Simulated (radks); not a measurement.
**Valence configurations of Hg**

An exercise on one series of results from a longer session: the logs are not shown, and one member is left open.

Program: radks (a radial shooting solver on a logarithmic mesh, Libxc functionals) version 1. Level of theory: Dirac Kohn-Sham, LDA (Slater exchange, Perdew-Wang correlation), spin-unpolarised, spherical densities, point nucleus; open shells fill j = l - 1/2 first. These are calculated values, not measurements, unless marked.

## The atom as given

- element: mercury (Z = 80)
- charge: 0
- electrons: 80
- configuration: [Hg]
- others tried: [Xe] 4f14 5d10 6s1 6p1; [Xe] 4f14 5d10 6p2; [Xe] 4f14 5d9 6s2 6p1; [Xe] 4f14 5d9.5 6s2 6p0.5; [Xe] 4f13 5d10 6s2 6p1; [Xe] 4f13.5 5d10 6s2 6p0.5; [Xe] 4f14 5d8 6s2 6p2; [Xe] 4f12 5d10 6s2 6p2; [Xe] 4f13 5d10 6s1 6p2

Set-up of the first run:

Input:

```text
Z 80
configuration [Hg]
relativity Dirac
functional lda,pw
spin unpolarised
j_filling energy
nucleus point
c 137.035999084
```

Steps of the session up to this table: [Hg].

One table of the session follows, with a row left open; its other results are not shown here.

It belongs to the step «[Hg]». Sizes of the orbitals, from the radial functions (bohr):

```
level     <r>  outermost maximum (interpolated)  90 % within  nodes
5s1/2  0.9012                             0.828         1.29      4
4f5/2  0.4793                             0.364        0.767      0
4f7/2  0.4861                             0.368        0.778      0
5p1/2  0.9706                             0.872         1.41      3
5p3/2   1.069                             0.952         1.55      3
5d3/2   1.461                              1.14         2.28      2
5d5/2       ?                                 ?            ?      ?
6s1/2   2.679                              2.20         4.02      5
```

**Question.** Estimate the row for 5d5/2.

As computed: <r>: 1.533; outermost maximum (interpolated): 1.18; 90 % within: 2.41; nodes: 2. In the column «<r>» it lies between 5d3/2 (1.461) and 6s1/2 (2.679).
